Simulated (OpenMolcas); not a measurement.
# Tm²⁺ with 8 ligands (fluoride): CASSCF and CASPT2 levels and susceptibility

Which state of Tm²⁺ lies lowest among these ligands, how large is the field, and what χT follows?

Program: OpenMolcas 26.06. Level of theory: state-averaged CASSCF and CASPT2, spin-orbit coupling by RASSI with atomic mean-field integrals. These are calculated values, not measurements, unless marked.

**1. The atom as given**

* Species: Tm²⁺ (thulium, Z = 69, 67 electrons)
* Basis: ANO-RCC-VDZP [7s6p4d2f1g], 180 functions with the ligands
* Scalar Hamiltonian: DKH2, point nucleus
* Inactive shells: 1s 2s 2p 3s 3p 3d 4s 4p 4d 5s 5p of the metal, and all ligand shells
* Active space: 13 electrons in 7 orbitals (4f)
* Some configurations of this space: 4f13
* Orbitals: optimised for the highest spin of each parity, averaged over all roots

Outer shells as boxes (Hund's rule):

4f13
```
4f [↑↓][↑↓][↑↓][↑↓][↑↓][↑↓][↑ ]
```

Tm²⁺ is taken with 8 ligands (fluoride) in cube coordination (Oh) at 2.47 Å. A charge of +0.75 e stands 2.4 Å behind each ligand. Ligand basis ANO-RCC-VDZP. The distances are assumed, not relaxed.

```xyz
9

Tm    0.0000    0.0000    0.0000
F     1.4261    1.4261    1.4261
F     1.4261    1.4261   -1.4261
F     1.4261   -1.4261    1.4261
F     1.4261   -1.4261   -1.4261
F    -1.4261    1.4261    1.4261
F    -1.4261    1.4261   -1.4261
F    -1.4261   -1.4261    1.4261
F    -1.4261   -1.4261   -1.4261
```

The work runs as a chain of OpenMolcas steps in one folder; each step below is one input file. Labels, J, g values, rates, χT and fits are worked out afterwards by a script from the matrices that RASSI stores. The input lists half of the charges; inversion (Group=XYZ) makes the rest.

**2. Basis and integrals**

a.inp

```
&GATEWAY
Coord
9

Tm 0.0 0.0 0.0
F 1.426055 1.426055 1.426055
F 1.426055 1.426055 -1.426055
F 1.426055 -1.426055 1.426055
F 1.426055 -1.426055 -1.426055
F -1.426055 1.426055 1.426055
F -1.426055 1.426055 -1.426055
F -1.426055 -1.426055 1.426055
F -1.426055 -1.426055 -1.426055
Basis=Tm.ANO-RCC-VDZP,F.ANO-RCC-VDZP
Group=XYZ
NoMove
AngMom=0.0 0.0 0.0
AMFI
RICD
XField
4 Angstrom 0
2.811696 2.811696 2.811696 0.750000
2.811696 2.811696 -2.811696 0.750000
2.811696 -2.811696 2.811696 0.750000
2.811696 -2.811696 -2.811696 0.750000
&SEWARD
```

Run with:

```bash
> OMP_NUM_THREADS=1 MOLCAS_MEM=2457 MOLCAS_PROJECT=a pymolcas a.inp > a.log
```

**3. CASSCF: doublets of odd parity, 7 roots**

a.inp

```
&RASSCF
FileOrb=start.orb
Symmetry=2
Spin=2
nActEl=13 0 0
Inactive=35 32
Ras2=0 7
CIRoot=7 7 1
SDav=7
CIMx=300
Iter=150 100
PrWF=0.3
OrbListing=Nothing
MaxOrb=0
LevShft=1.0
>>> COPY $Project.JobIph JOB001
```

start.orb holds start orbitals that the driver prepared beforehand, or those of the step before.

**4. State interaction with spin-orbit coupling**

a.inp

```
&RASSI
NrOfJobIphs=1 7
1 2 3 4 5 6 7
IphNames
JOB001
EJob
SpinOrbit
DIPRint=1.0
SOCoupling=1000.0
Subsets=2
Property=9
'ANGMOM' 1 'ANGMOM' 2 'ANGMOM' 3 'MLTPL  1' 1 'MLTPL  1' 2 'MLTPL  1' 3
'AMFI' 1 'AMFI' 2 'AMFI' 3
SOProperty=3
'ANGMOM' 1 'ANGMOM' 2 'ANGMOM' 3
```

**5. CASPT2: IPEA 0.25, imaginary shift 0.1 (closed shells correlated: 5s 5p of the metal, with ligand shells; the Frozen line counts the rest)**

a.inp

```
>>> COPY JOB001 $Project.JobIph
&CASPT2
Multistate=7 1 2 3 4 5 6 7
NoMult
Frozen=18 13
IPEA=0.25
Imaginary=0.1
MaxIter=60
WThr=0.0 0.3 0.05
PrWF=0.5
NoMix
```

(Steps that only read results are left out.)

What does the calculation give? Wanted: spin-free ground state; first state of the same spin within the active space; lowest level; next level.

As calculated:

```
                                            quantity                                                                                                                                          value
                                              method  SS-CASPT2, IPEA 0.25, imaginary shift 0.1 (closed shells correlated: 5s 5p of the metal, with ligand shells; the Frozen line counts the rest)
                              spin-free ground state                                                                                                                2A2, 1-fold in its orbital part
first state of the same spin within the active space                                                                                                                                2T2 at 448 cm⁻¹
                                        lowest level                                                                                                                2-fold Γ7, g = 3.45, 3.45, 3.45
                                          next level                                                                                                                                     290.6 cm⁻¹
                                         χT at 300 K                                                                                                                                 2.43 cm³ K/mol
                           effective moment at 300 K                                                                                                                                        4.41 μB
```

Cost by method:

| method | time of its own steps | time with the reference |
| --- | --- | --- |
| A. CASSCF | 39 s | 39 s |
| B. SS-CASPT2, IPEA 0.25, imaginary shift 0.1, +5s 5p | 57 s | 96 s |

Times are of one thread on a shared host.

What this shows: The spin-free ground state (2A2) is 1-fold and keeps the highest spin of the shell. CASPT2 does not keep the components of a term degenerate, and the means are used.
